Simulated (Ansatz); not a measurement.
**BFGaHS: small, medium and large basis sets**

An exercise on one series of results from a longer session: the logs are not shown, and one member is left open.

Method: one geometry, several basis sets; program: Ansatz 0.2.0, Gaussian basis.

The runs, in order: PBE0-D4/def2-SVP; ωB97M-V/def2-SVP; PBE0-D4/def2-QZVPP; ωB97M-V/def2-QZVPP; the functionals' def2-TZVPP values are taken from earlier runs.

### Structure used throughout

All runs share one geometry, relaxed beforehand with PBE0-D4 in a triple-zeta def2 set.

SMILES `F[B]1[S][GaH]1`, 5 atoms, charge 0, spin multiplicity 1.

Atoms are counted from 1 here; the program's logs count them from 0.

Bond lengths: F1–B2 1.311 Å, B2–S3 1.760 Å, B2–Ga4 1.998 Å, S3–Ga4 2.359 Å, Ga4–H5 1.548 Å. Angles: F1–B2–S3 134.5°, F1–B2–Ga4 148.0°, S3–B2–Ga4 77.5°, B2–S3–Ga4 55.8°, B2–Ga4–S3 46.7°, B2–Ga4–H5 167.6°, S3–Ga4–H5 120.9°.

Set-up of the first run:

File in.yaml:

```yaml
crystal:
  periodic: [false, false, false]
  atoms:
    - {symbol: F, position_ang: [1.020765, -1.629329, 1.247282]}
    - {symbol: B, position_ang: [0.333875, -0.813236, 0.485373]}
    - {symbol: S, position_ang: [-1.110176, -0.973878, -0.507263]}
    - {symbol: Ga, position_ang: [0.119248, 1.025169, -0.266856]}
    - {symbol: H, position_ang: [-0.313713, 2.317673, -0.999835]}
basis:
  gaussian: {orbitals: def2-SVP}
hamiltonian: {xc: pbe0, dispersion: d4}
output: {orbitals: {seedname: orbitals}}
```

Started as:

```console
$ ansatz run in.yaml --threads 2 --pin off --events-out ev --progress --plain --max-ram 4352MiB
```

Steps of the session up to this table: PBE0-D4 in def2-SVP; ωB97M-V in def2-SVP; PBE0-D4 in def2-QZVPP; ωB97M-V in def2-QZVPP.

One of the session's tables, all rows but one given; the rest of the session is left out.

It belongs to the step «Density functionals: the series». 

| functional | basis | HOMO (eV) | LUMO (eV) |
| --- | --- | --- | --- |
| PBE0-D4 | def2-SVP | -6.73 | -2.14 |
| PBE0-D4 | def2-TZVPP | -6.77 | -2.24 |
| PBE0-D4 | def2-QZVPP | -6.79 | -2.26 |
| ωB97M-V | def2-SVP | ? | ? |
| ωB97M-V | def2-TZVPP | -8.74 | -0.40 |
| ωB97M-V | def2-QZVPP | -8.77 | -0.50 |

**Question.** Estimate the row for ωB97M-V, def2-SVP.

**Answer.** HOMO (eV): -8.68; LUMO (eV): -0.28. In the column «HOMO (eV)» it lies between ωB97M-V, def2-TZVPP (-8.74) and PBE0-D4, def2-QZVPP (-6.79).
